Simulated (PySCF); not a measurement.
# C2H6GaN: the cost of one run

The runs use PySCF 2.14.0, with density-fitted response routines of our own; the level of theory stands in each step. All values are computed, except where a source is named. Atoms are numbered from 0 throughout.

## 1. The molecule as given

10 atoms, charge 0, multiplicity 1; geometry from: UFF. The atoms were then displaced at random by about 0.03 Å, so the start is not that level's minimum.

Bonds of the start (Å): C0–C1 1.54, C1–N2 1.20, N2–Ga3 1.71, C0–H4 1.14, C0–H5 1.07, C0–H6 1.05, Ga3–H7 1.64, Ga3–H8 1.66, Ga3–H9 1.68.

## 2. Optimising the geometry at PBE0-D3(BJ)/def2-SVP

Job settings and geometry (Å):

```
{"job": {"xc": "PBE0", "basis": "def2-SVP", "d3": "d3bj", "grid": 1, "shake": 0.03, "kind": "geom"}, "charge": 0, "multiplicity": 1}
C      2.285870    -0.217520    -0.053170
C      0.763360    -0.062990     0.141140
N     -0.422550     0.015960     0.290380
Ga    -2.106860     0.146480     0.578210
H      2.642610     0.859660    -0.183570
H      2.413790    -0.691200    -1.006370
H      2.721370    -0.671940     0.792950
H     -2.929220    -0.499230    -0.680270
H     -2.635430     1.703060     0.788990
H     -2.608280    -0.659030     1.964890
```

Command:

```sh
$ OMP_NUM_THREADS=1 python probes_run.py task.json out
```

This one command runs all jobs of the session in turn.

**Question.** How long does this first job take on 1 thread of Intel Xeon 6975P-C, shared host, and how much memory does it need?

About 24 s, with a peak of 0.43 GiB.
